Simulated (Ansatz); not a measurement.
# HfN (doublet): B2PLYP over vertical spin and charge gaps, def2-QZVPP

Aim: run HfN (doublet) with these functionals over vertical spin and charge gaps, and hold them against the top wave-function level at the same points.

Program: Ansatz 0.2.0, Gaussian basis. Level of theory: def2-QZVPP, all electrons in the functionals, frozen cores in the correlation of double hybrids and RPA. These are calculated values, not measurements.

To be run: B2PLYP, at charge 0, doublet; charge 0, quartet; charge 1, singlet; charge 1, triplet.

2 further runs of the same task are left out: 2 set aside as unsound or not needed.

## Step 1: The geometry

The geometry is a PBE0/def2-TZVP stationary point (not a proven minimum). No spin-orbit coupling is included. Elements past krypton take def2 core potentials.

2 atoms, charge 0, spin multiplicity 2.

Atoms are counted from 1 here; the program's logs count them from 0.

Bond lengths: Hf1–N2 1.717 Å.

No dispersion term is added.

The geometry shown and the zero of energy belong to the point charge 0, doublet. The yardstick, UCCSD(T), and other wave-function levels (R restricted, U unrestricted, valence and pair active spaces) come from earlier runs.

## Step 2: B2PLYP, charge 0, doublet

Input file in.yaml:

```yaml
crystal:
  periodic: [false, false, false]
  atoms:
    - {symbol: Hf, position_ang: [0.000000, 0.000000, 0.000000]}
    - {symbol: N, position_ang: [0.000000, 0.000000, 1.716545]}
basis:
  gaussian: {orbitals: "def2-QZVPP.json"}
magnetization: {spin_polarized: true, initial_magnetization: 1}
hamiltonian: {xc: {name: B2PLYP}}
correlation: {electrons: outside_noble_gas}
```

Launch:

```bash
$ ansatz run in.yaml --threads 2 --pin off --events-out ev --progress --plain --max-ram 24576MiB --backend cuda --devices 0, --max-vram 18GiB
```

Output:

```text
Functional definition: B2PLYP
  name "B2PLYP"
  cite "Grimme, J. Chem. Phys. 124, 034108 (2006) doi:10.1063/1.2148954"
  cite "Becke, Phys. Rev. A 38, 3098 (1988) doi:10.1103/PhysRevA.38.3098"
  cite "Lee, Yang & Parr, Phys. Rev. B 37, 785 (1988) doi:10.1103/PhysRevB.37.785"
  parameter a = 0.53
  parameter c = 0.27
  exchange = (1 - a)*b88_x + a*exact_x
  correlation = (1 - c)*lyp_c + c*(mp2_os + mp2_ss)
853 factors; integrals over basis functions are off by at most 1.4e-3 eV
mean field evaluation 1: about -2765.0705 eV, gradient 6.7e1 eV
mean field evaluation 2: about -2765.1146 eV, gradient 6.7e1 eV
mean field evaluation 4: about -2783.9111 eV, gradient 1.4e1 eV
mean field evaluation 8: about -2785.1704 eV, gradient 6.2e-1 eV
mean field evaluation 16: about -2785.1947 eV, gradient 2.2e-2 eV
mean field evaluation 32: about -2785.1947 eV, gradient 4.3e-6 eV
mean field -2785.19473541 eV, -102.3540186537 hartree, gradient 4.2e-6 eV, S^2 0.761697; 0 other end points of the search recorded, 0 dependent functions left out
5 core orbitals not correlated: weight in the atoms' cores, before any rotation towards them, 0.977 or more for the frozen orbitals, at most 0.017 for the correlated occupied ones
reference -2785.19484861 eV, -102.3540228135 hartree; 5, 4 occupied and 128, 129 virtual orbitals, 853 factors
second order -12.57046227 eV of doubles, -0.00000000 eV of singles
Total energy: -2788.58887342 eV, -102.4787509248 hartree
```

It took 2.5 s on 1 × H100 (card shared with other runs) with 2 threads of AMD EPYC 7R13, shared host; peak host memory 0.85 GiB.

From the report: ⟨S²⟩ of the determinant 0.762 (pure doublet: 0.75).

## Step 3: B2PLYP, charge 0, quartet

Edit in.yaml of step 2 so:

```diff
@@ -7,3 +7,3 @@
   gaussian: {orbitals: "def2-QZVPP.json"}
-magnetization: {spin_polarized: true, initial_magnetization: 1}
+magnetization: {spin_polarized: true, initial_magnetization: 3}
 hamiltonian: {xc: {name: B2PLYP}}
```

The command is unchanged.

Output (excerpt; [...] marks lines left out):

```text
Functional definition: B2PLYP
  name "B2PLYP"
  cite "Grimme, J. Chem. Phys. 124, 034108 (2006) doi:10.1063/1.2148954"
  cite "Becke, Phys. Rev. A 38, 3098 (1988) doi:10.1103/PhysRevA.38.3098"
  cite "Lee, Yang & Parr, Phys. Rev. B 37, 785 (1988) doi:10.1103/PhysRevB.37.785"
[...]
853 factors; integrals over basis functions are off by at most 1.4e-3 eV
[...]
mean field -2783.87969823 eV, -102.3056919284 hartree, gradient 4.5e-6 eV, S^2 3.756535; 8 other end points of the search recorded, 0 dependent functions left out
5 core orbitals not correlated: weight in the atoms' cores, before any rotation towards them, 0.970 or more for the frozen orbitals, at most 0.021 for the correlated occupied ones
reference -2783.87981577 eV, -102.3056962482 hartree; 6, 3 occupied and 127, 130 virtual orbitals, 853 factors
second order -9.05088654 eV of doubles, -0.00000000 eV of singles
Total energy: -2786.32355514 eV, -102.3955020134 hartree
```

Run time: 4 s. Hardware: 1 × H100 (card shared with other runs) with 2 threads of AMD EPYC 7R13, shared host; peak host memory 0.85 GiB.

From the report: ⟨S²⟩ of the determinant 3.757 (pure quartet: 3.75).

From charge 0, doublet: +2.265 eV.

## Step 4: B2PLYP, charge 1, singlet

Edit in.yaml of step 3 so:

```diff
@@ -7,3 +7,4 @@
   gaussian: {orbitals: "def2-QZVPP.json"}
-magnetization: {spin_polarized: true, initial_magnetization: 3}
+total_charge: 1
+magnetization: {spin_polarized: true, initial_magnetization: 0}
 hamiltonian: {xc: {name: B2PLYP}}
```

Same command.

Output (excerpt; [...] marks lines left out):

```text
Functional definition: B2PLYP
  name "B2PLYP"
  cite "Grimme, J. Chem. Phys. 124, 034108 (2006) doi:10.1063/1.2148954"
  cite "Becke, Phys. Rev. A 38, 3098 (1988) doi:10.1103/PhysRevA.38.3098"
  cite "Lee, Yang & Parr, Phys. Rev. B 37, 785 (1988) doi:10.1103/PhysRevB.37.785"
[...]
853 factors; integrals over basis functions are off by at most 1.4e-3 eV
[...]
mean field -2777.85671882 eV, -102.0843515178 hartree, gradient 6.8e-6 eV, S^2 0.000000; 4 other end points of the search recorded, 0 dependent functions left out
5 core orbitals not correlated: weight in the atoms' cores, before any rotation towards them, 0.980 or more for the frozen orbitals, at most 0.015 for the correlated occupied ones
reference -2777.85684989 eV, -102.0843563344 hartree; 4, 4 occupied and 129, 129 virtual orbitals, 853 factors
second order -12.65213876 eV of doubles, -0.00000000 eV of singles
Total energy: -2781.27292735 eV, -102.2098948657 hartree
```

Wall time 5 s (1 × H100 (card shared with other runs) with 2 threads of AMD EPYC 7R13, shared host); peak host memory 0.85 GiB.

From the report: ⟨S²⟩ of the determinant 0.000 (pure singlet: 0.00).

From charge 0, doublet: +7.316 eV.

## Step 5: B2PLYP, charge 1, triplet

Edit in.yaml of step 4 so:

```diff
@@ -8,3 +8,3 @@
 total_charge: 1
-magnetization: {spin_polarized: true, initial_magnetization: 0}
+magnetization: {spin_polarized: true, initial_magnetization: 2}
 hamiltonian: {xc: {name: B2PLYP}}
```

The command is unchanged.

Output (excerpt; [...] marks lines left out):

```text
Functional definition: B2PLYP
  name "B2PLYP"
  cite "Grimme, J. Chem. Phys. 124, 034108 (2006) doi:10.1063/1.2148954"
  cite "Becke, Phys. Rev. A 38, 3098 (1988) doi:10.1103/PhysRevA.38.3098"
  cite "Lee, Yang & Parr, Phys. Rev. B 37, 785 (1988) doi:10.1103/PhysRevB.37.785"
[...]
853 factors; integrals over basis functions are off by at most 1.4e-3 eV
[...]
mean field -2777.69606654 eV, -102.0784476555 hartree, gradient 9.6e-6 eV, S^2 2.012549; 6 other end points of the search recorded, 0 dependent functions left out
5 core orbitals not correlated: weight in the atoms' cores, before any rotation towards them, 0.976 or more for the frozen orbitals, at most 0.018 for the correlated occupied ones
reference -2777.69618133 eV, -102.0784518740 hartree; 5, 3 occupied and 128, 130 virtual orbitals, 853 factors
second order -9.19996725 eV of doubles, -0.00000000 eV of singles
Total energy: -2780.18017249 eV, -102.1697368653 hartree
```

Wall time 4.8 s (1 × H100 (card shared with other runs) with 2 threads of AMD EPYC 7R13, shared host); peak host memory 0.85 GiB.

From the report: ⟨S²⟩ of the determinant 2.013 (pure triplet: 2.00).

From charge 0, doublet: +8.409 eV.

## Step 6: Against the wave-function levels

No level is safe as a reference over these points; UCCSD(T) serves as a yardstick only. It comes from earlier runs at the same points. Energies in eV, counted from charge 0, doublet; blanks weren't run or aren't comparable.

```tsv
level	doublet to quartet	ionisation to the singlet cation	ionisation to the triplet cation
UCCSD(T)	2.140		8.163
B2PLYP	2.265	7.316	8.409
```

Largest miss and mean time a point (UCCSD(T) took 23 s a point; shared hosts):

```tsv
level	largest miss (eV)	where	time a point
B2PLYP	+0.245	ionisation to the triplet cation	4.1 s
```

## Step 7: What came out

| quantity | value |
| --- | --- |
| doublet to quartet, UCCSD(T) | 2.140 eV |
| ionisation to the triplet cation, UCCSD(T) | 8.163 eV |
| largest miss, B2PLYP | +0.245 eV (ionisation to the triplet cation) |

Misses are known at 2 of 3 points at best, and only functionals with that many are ranked. B2PLYP strays by up to 0.245 eV, at ionisation to the triplet cation. Functionals and the yardstick converge differently with the basis, so part of each miss in def2-QZVPP is the basis. The yardstick itself may be off where one determinant is a poor start.
